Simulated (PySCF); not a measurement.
# PmH4O2 (+3): ligand-field states

What do calculations give for the ligand-field states of PmH4O2 (+3)?

Programs: PySCF 2.14.0, with routines of our own; each step states its level. All values are computed. Atoms count from 0.

## 1. The system as given

7 atoms, charge 3, states of the metal's open shell are computed; geometry from: model geometry, bond lengths from ionic radii.

## 2. Ligand-field states: state-averaged CASSCF

Job settings and geometry (Å):

```
{"job": {"kind": "lf", "basis": {"metal": "x2c-TZVPall", "ligand": "x2c-SVPall"}, "nevpt": false}, "charge": 3, "metal": "Pm", "open_shell": "f4"}
Pm     0.000000     0.000000     0.000000
O      0.000000     0.000000     2.130000
H      0.775000     0.000000     2.705000
H     -0.775000     0.000000     2.705000
O      0.000000     0.000000    -2.130000
H      0.775000     0.000000    -2.705000
H     -0.775000     0.000000    -2.705000
```

Level: state-averaged CASSCF of the metal f shell, state-interaction spin-orbit coupling.

Launch:

```sh
$ OMP_NUM_THREADS=1 python lf_run.py task.json out
```

One launch serves the whole session: the jobs run in the order shown.

The log of the run:

```text
basis functions 152, electrons 78, active (4e, 7o)
stage 1: DIIS on the effective Fock matrix, level shift 0.30
cycle   1  E = -10164.4762347301  dE = -1.016e+04  max|g| = 3.815e+00
cycle   2  E = -10166.7043738462  dE = -2.228e+00  max|g| = 1.767e+00
cycle   3  E = -10167.2181623562  dE = -5.138e-01  max|g| = 9.294e-01
cycle   4  E = -10167.3888094657  dE = -1.706e-01  max|g| = 3.289e-01
cycle   5  E = -10167.4224394332  dE = -3.363e-02  max|g| = 1.965e-01
cycle   6  E = -10167.4317088882  dE = -9.269e-03  max|g| = 1.325e-01
cycle   7  E = -10167.4349577505  dE = -3.249e-03  max|g| = 8.614e-02
cycle   8  E = -10167.4360356237  dE = -1.078e-03  max|g| = 5.391e-02
cycle   9  E = -10167.4362379222  dE = -2.023e-04  max|g| = 4.792e-02
cycle  10  E = -10167.4355023549  dE =  7.356e-04  max|g| = 6.994e-02
cycle  11  E = -10167.4337732097  dE =  1.729e-03  max|g| = 1.015e-01
cycle  12  E = -10167.4264598847  dE =  7.313e-03  max|g| = 1.846e-01
cycle  13  E = -10167.3982148825  dE =  2.825e-02  max|g| = 3.550e-01
cycle  14  E = -10167.3079215738  dE =  9.029e-02  max|g| = 6.579e-01
cycle  15  E = -10167.0589836733  dE =  2.489e-01  max|g| = 1.127e+00
stage 2: quasi-Newton rotations from the point of smallest gradient
cycle  17  E = -10167.4372168306  dE = -9.789e-04  max|g| = 8.840e-03
cycle  18  E = -10167.4372904822  dE = -7.365e-05  max|g| = 5.085e-03
cycle  19  E = -10167.4373012884  dE = -1.081e-05  max|g| = 1.079e-03
cycle  20  E = -10167.4373018652  dE = -5.768e-07  max|g| = 2.453e-04
cycle  21  E = -10167.4373019039  dE = -3.877e-08  max|g| = 5.638e-05
cycle  22  E = -10167.4373019065  dE = -2.607e-09  max|g| = 2.058e-05
cycle  23  E = -10167.4373019068  dE = -2.929e-10  max|g| = 3.761e-06
converged average energy = -10167.4373019068

 mult deg   label        CASSCF/cm-1   NEVPT2/cm-1
   5   2   5I                  0.0
   5   1   5Ag                 9.9
   5   1   5B3g              139.6
   5   1   5B2g              359.6
   5   1   5B1g              459.3
   5   1   5Ag               460.5
   5   1   5B1g              768.6
   5   1   5Ag               781.5
   5   1   5B3g              982.6
   5   1   5B2g              982.9
   5   1   5B1g             1846.0
   5   1   5Ag              1846.0
   5   1   5B2g            14816.2
   5   1   5B3g            14816.3
   5   1   5B1g            15072.4
   5   1   5Ag             15072.8
   5   1   5Ag             15412.1
   5   1   5B3g            15448.9
   5   1   5B2g            15788.5
   5   1   5B1g            16610.8
   3   2   3K              18003.3
   3   1   3B1g            18064.8
   3   1   3Ag             18064.8
   3   1   3B2g            18110.7
   3   1   3B3g            18110.7
   3   1   3B1g            18268.7
   3   1   3B3g            18324.9
   3   1   3B2g            18331.4
   3   1   3Ag             18361.3
   3   1   3B1g            18361.6
   3   1   3Ag             18443.8
   3   1   3B1g            18445.4
   3   1   3B3g            18466.6
   3   1   3B2g            18467.2
   3   1   3B2g            22788.0
   3   1   3B3g            22790.3
   3   1   3B1g            22822.7
   3   1   3Ag             22843.9
   3   1   3B2g            22851.6
   3   1   3B1g            22880.0
   3   1   3B3g            22930.4
   3   1   3Ag             23006.7
   3   1   3B1g            23016.3
   5   1   5Ag             23354.0
   5   1   5B1g            23684.8
   5   1   5Ag             23684.8
   5   1   5B3g            23713.3
   5   1   5B2g            24002.1
   3   1   3B1g            24105.7
   3   1   3Ag             24105.7
   3   1   3B2g            24194.5
   3   1   3B3g            24194.5
   3   1   3Ag             24344.6
   3   1   3B3g            24602.5
   5   1   5B3g            24603.4
   5   1   5B2g            24610.2
   3   1   3B2g            24665.9
   3   1   3B3g            24724.7
   3   1   3B2g            24758.3
   5   1   5Ag             24806.3

spin-orbit levels / cm-1
      0.00  x1  5Ag 0.36 5B3g 0.29 5B2g 0.19
     37.24  x1  5I 0.61 5B1g 0.15 5Ag 0.12
     37.57  x1  5I 0.62 5Ag 0.14 5B1g 0.11
    106.51  x1  5B3g 0.38 5Ag 0.30 5B1g 0.10
    251.53  x1  5B2g 0.36 5Ag 0.21 5Ag 0.14
    401.97  x1  5B1g 0.22 5B2g 0.15 5B1g 0.15
    408.71  x1  5Ag 0.21 5Ag 0.16 5B1g 0.15
    693.58  x1  5I 0.49 5B1g 0.19 5B1g 0.12
    694.02  x1  5I 0.49 5Ag 0.19 5Ag 0.12
   1639.05  x1  5B3g 0.21 5Ag 0.20 5Ag 0.18
   1650.11  x1  5Ag 0.21 5B1g 0.17 5Ag 0.16
   1739.63  x1  5B2g 0.21 5Ag 0.17 5B3g 0.17
   1759.77  x1  5B3g 0.23 5B1g 0.19 5B3g 0.17
   1817.00  x1  5B2g 0.29 5B1g 0.24 5Ag 0.23
   1843.13  x1  5B2g 0.26 5B1g 0.25 5B2g 0.14
   1864.05  x1  5Ag 0.27 5B3g 0.23 5B2g 0.17
   2087.22  x2  5I 0.55 5Ag 0.11 5B1g 0.11
   2381.69  x1  5Ag 0.28 5B1g 0.28 5Ag 0.22
   2381.71  x1  5B1g 0.28 5Ag 0.28 5B1g 0.21
   3359.98  x1  5B3g 0.33 5Ag 0.15 5B1g 0.14
   3364.30  x1  5B3g 0.27 5B1g 0.16 5Ag 0.15
   3376.17  x1  5Ag 0.40 5Ag 0.19 5B2g 0.13
   3385.31  x1  5Ag 0.38 5B1g 0.19 5B3g 0.14
   3477.72  x1  5B2g 0.29 5B3g 0.28 5B2g 0.18
   3499.34  x1  5B2g 0.51 5B3g 0.16 5B2g 0.15
   3530.86  x1  5B1g 0.36 5Ag 0.31 5Ag 0.22
   3633.53  x1  5I 0.30 5B2g 0.19 5B1g 0.10
   3633.83  x1  5I 0.30 5B3g 0.19 5Ag 0.14
   3761.66  x2  5I 0.60 5B1g 0.11 5Ag 0.11
   4093.10  x2  5B1g 0.27 5Ag 0.27 5Ag 0.15
```

It took 20 s on 1 thread of Arm Neoverse V2, shared host; peak memory 0.43 GiB.

From this job:

| quantity | value |
| --- | --- |
| spin-orbit constant ζ | 1063 cm⁻¹ |

Powder susceptibility:

| T (K) | χT (cm³ K/mol) | μ(eff) |
| --- | --- | --- |
| 2 | 0.014 | 0.34 |
| 5 | 0.036 | 0.53 |
| 10 | 0.073 | 0.77 |
| 20 | 0.163 | 1.14 |
| 30 | 0.243 | 1.39 |
| 50 | 0.350 | 1.67 |
| 75 | 0.437 | 1.87 |
| 100 | 0.503 | 2.00 |
| 150 | 0.605 | 2.20 |
| 200 | 0.684 | 2.34 |
| 250 | 0.748 | 2.45 |
| 300 | 0.802 | 2.53 |

## 3. Ligand-field states: state-averaged CASSCF (basis x2c-SVPall)

Settings changed since step 2:

```diff
@@ -1,2 +1,2 @@
-{"job": {"kind": "lf", "basis": {"metal": "x2c-TZVPall", "ligand": "x2c-SVPall"}, "nevpt": false}, "charge": 3, "metal": "Pm", "open_shell": "f4"}
+{"job": {"kind": "lf", "basis": "x2c-SVPall", "nevpt": false}, "charge": 3, "metal": "Pm", "open_shell": "f4"}
 Pm     0.000000     0.000000     0.000000
```

Method: state-averaged CASSCF of the metal f shell, state-interaction spin-orbit coupling.

The log of the run:

```text
basis functions 133, electrons 78, active (4e, 7o)
stage 1: DIIS on the effective Fock matrix, level shift 0.30
cycle   1  E = -10164.7776581691  dE = -1.016e+04  max|g| = 4.143e+00
cycle   2  E = -10166.7896445256  dE = -2.012e+00  max|g| = 1.004e+00
cycle   3  E = -10166.7709264769  dE =  1.872e-02  max|g| = 9.665e-01
cycle   4  E = -10167.0696839529  dE = -2.988e-01  max|g| = 8.586e-02
cycle   5  E = -10167.0701429825  dE = -4.590e-04  max|g| = 1.132e-01
cycle   6  E = -10167.0748515938  dE = -4.709e-03  max|g| = 5.696e-02
cycle   7  E = -10167.0760294928  dE = -1.178e-03  max|g| = 3.290e-02
cycle   8  E = -10167.0752031419  dE =  8.264e-04  max|g| = 6.983e-02
cycle   9  E = -10167.0753131641  dE = -1.100e-04  max|g| = 6.592e-02
cycle  10  E = -10167.0756415611  dE = -3.284e-04  max|g| = 4.833e-02
cycle  11  E = -10167.0749781291  dE =  6.634e-04  max|g| = 6.111e-02
cycle  12  E = -10167.0717570493  dE =  3.221e-03  max|g| = 1.221e-01
cycle  13  E = -10167.0591404022  dE =  1.262e-02  max|g| = 2.396e-01
cycle  14  E = -10167.0104613631  dE =  4.868e-02  max|g| = 4.877e-01
cycle  15  E = -10166.8646163670  dE =  1.458e-01  max|g| = 9.085e-01
stage 2: quasi-Newton rotations from the point of smallest gradient
cycle  17  E = -10167.0765681564  dE = -5.387e-04  max|g| = 1.183e-02
cycle  18  E = -10167.0766826832  dE = -1.145e-04  max|g| = 3.560e-03
cycle  19  E = -10167.0766876508  dE = -4.968e-06  max|g| = 6.670e-04
cycle  20  E = -10167.0766881052  dE = -4.544e-07  max|g| = 1.958e-04
cycle  21  E = -10167.0766881395  dE = -3.429e-08  max|g| = 6.317e-05
cycle  22  E = -10167.0766881426  dE = -3.107e-09  max|g| = 1.085e-05
cycle  23  E = -10167.0766881428  dE = -1.401e-10  max|g| = 3.126e-06
converged average energy = -10167.0766881428

 mult deg   label        CASSCF/cm-1   NEVPT2/cm-1
   5   2   5I                  0.0
   5   1   5Ag                17.8
   5   1   5B3g              146.6
   5   1   5B2g              366.4
   5   1   5B1g              461.7
   5   1   5Ag               462.9
   5   1   5B1g              772.8
   5   1   5Ag               785.6
   5   1   5B3g              984.7
   5   1   5B2g              985.0
   5   1   5B1g             1830.0
   5   1   5Ag              1830.0
   5   1   5B2g            14851.4
   5   1   5B3g            14851.4
   5   1   5B1g            15096.6
   5   1   5Ag             15097.0
   5   1   5Ag             15431.0
   5   1   5B3g            15459.5
   5   1   5B2g            15800.3
   5   1   5B1g            16611.4
   3   2   3K              18025.4
   3   1   3B1g            18088.3
   3   1   3Ag             18088.3
   3   1   3B2g            18134.0
   3   1   3B3g            18134.0
   3   1   3B1g            18289.0
   3   1   3B3g            18344.6
   3   1   3B2g            18351.0
   3   1   3Ag             18381.9
   3   1   3B1g            18382.2
   3   1   3Ag             18462.3
   3   1   3B1g            18463.9
   3   1   3B3g            18485.1
   3   1   3B2g            18485.7
   3   1   3B2g            22821.5
   3   1   3B3g            22823.9
   3   1   3B1g            22854.5
   3   1   3Ag             22873.7
   3   1   3B2g            22884.5
   3   1   3B1g            22911.0
   3   1   3B3g            22962.7
   3   1   3Ag             23036.4
   3   1   3B1g            23046.2
   5   1   5Ag             23382.8
   5   1   5B1g            23709.6
   5   1   5Ag             23709.6
   5   1   5B3g            23739.1
   5   1   5B2g            24026.9
   3   1   3B1g            24154.3
   3   1   3Ag             24154.3
   3   1   3B2g            24210.0
   3   1   3B3g            24210.0
   3   1   3Ag             24384.0
   5   1   5B3g            24609.8
   5   1   5B2g            24617.0
   3   1   3B3g            24637.5
   3   1   3B2g            24697.1
   3   1   3B3g            24754.7
   3   1   3B2g            24791.4
   5   1   5Ag             24821.4

spin-orbit levels / cm-1
      0.00  x1  5Ag 0.36 5B3g 0.29 5B2g 0.19
     30.89  x1  5I 0.61 5B1g 0.15 5Ag 0.12
     31.20  x1  5I 0.62 5Ag 0.14 5B1g 0.11
    105.73  x1  5B3g 0.38 5Ag 0.30 5B1g 0.10
    250.20  x1  5B2g 0.36 5Ag 0.21 5Ag 0.14
    398.19  x1  5B1g 0.22 5B2g 0.15 5B1g 0.15
    404.85  x1  5Ag 0.21 5Ag 0.16 5B1g 0.15
    681.46  x1  5I 0.49 5B1g 0.19 5B1g 0.12
    681.92  x1  5I 0.49 5Ag 0.19 5Ag 0.12
   1628.77  x1  5B3g 0.21 5Ag 0.20 5Ag 0.18
   1639.77  x1  5Ag 0.21 5B1g 0.17 5Ag 0.16
   1728.61  x1  5B2g 0.21 5Ag 0.17 5B3g 0.17
   1748.04  x1  5B3g 0.23 5B1g 0.18 5B3g 0.17
   1807.14  x1  5B2g 0.29 5B1g 0.24 5Ag 0.23
   1831.71  x1  5B2g 0.25 5B1g 0.25 5B2g 0.14
   1852.80  x1  5Ag 0.27 5B3g 0.23 5B2g 0.17
   2067.36  x1  5I 0.55 5Ag 0.13 5B1g 0.12
   2067.37  x1  5I 0.55 5B1g 0.13 5Ag 0.12
   2359.44  x1  5Ag 0.28 5B1g 0.28 5Ag 0.22
   2359.45  x1  5B1g 0.28 5Ag 0.28 5B1g 0.21
   3340.43  x1  5B3g 0.33 5Ag 0.15 5B1g 0.14
   3344.68  x1  5B3g 0.27 5B1g 0.16 5Ag 0.15
   3357.22  x1  5Ag 0.40 5Ag 0.19 5B2g 0.13
   3366.24  x1  5Ag 0.38 5B1g 0.19 5B3g 0.14
   3459.18  x1  5B2g 0.28 5B3g 0.28 5B2g 0.18
   3480.52  x1  5B2g 0.51 5B3g 0.16 5B2g 0.15
   3512.15  x1  5B1g 0.37 5Ag 0.30 5Ag 0.22
   3609.20  x1  5I 0.30 5B2g 0.19 5B1g 0.11
   3609.54  x1  5I 0.29 5B3g 0.19 5Ag 0.15
   3733.42  x2  5I 0.60 5B1g 0.11 5Ag 0.11
```

Run time: 16 s. Hardware: 1 thread of Arm Neoverse V2, shared host; peak memory 0.41 GiB.

From this job:

| quantity | value |
| --- | --- |
| spin-orbit constant ζ | 1058 cm⁻¹ |

Powder susceptibility:

| T (K) | χT (cm³ K/mol) | μ(eff) |
| --- | --- | --- |
| 2 | 0.014 | 0.34 |
| 20 | 0.174 | 1.18 |
| 100 | 0.501 | 2.00 |
| 300 | 0.802 | 2.53 |

## 4. Ligand-field states: state-averaged CASSCF (basis LANL2DZ)

Settings changed since step 3:

```diff
@@ -1,2 +1,2 @@
-{"job": {"kind": "lf", "basis": "x2c-SVPall", "nevpt": false}, "charge": 3, "metal": "Pm", "open_shell": "f4"}
+{"job": {"kind": "lf", "basis": "LANL2DZ", "nevpt": false, "max_cycle": 91}, "charge": 3, "metal": "Pm", "open_shell": "f4"}
 Pm     0.000000     0.000000     0.000000
```

Level: state-averaged CASSCF of the metal shell.

The log of the run:

```text
KeyError: 'Element pm (Z=61) not found in basis LANL2DZ version 0'
```

Wall time 0.01 s (1 thread of Arm Neoverse V2, shared host).

**What went wrong.** The basis LANL2DZ has no functions for an element of the molecule, so the input was refused before any integral. Cure: choose a basis that covers all elements.

## 5. The runs side by side

From the CASSCF states (cm⁻¹; the spread is that of the fitted one-electron ligand-field levels):

| step | setting | ground state | next state | orbital spread | ζ | μ(eff), 300 K |
| --- | --- | --- | --- | --- | --- | --- |
| 2 | as given | 5I | 5Ag at 10 | 3550 | 1063 | 2.53 |
| 3 | basis x2c-SVPall | 5I | 5Ag at 18 | 3492 | 1058 | 2.53 |

## 6. Outcome

```
                                                         quantity                               value
            spin-orbit constant ζ (step 2, state-averaged CASSCF)                           1063 cm⁻¹
ground multiplicity, μ(eff) at 300 K (step 2, 2 donors at 2.13 Å)                          5, 2.53 μB
ground multiplicity, μ(eff) at 300 K (step 3, 2 donors at 2.13 Å)                          5, 2.53 μB
                                                             runs  1 failed, 0 ended on unsound input
```

In words: In step 2, χT goes from 0.01 at 2 K to 0.80 cm³ K/mol at 300 K, as higher levels fill or mix in.
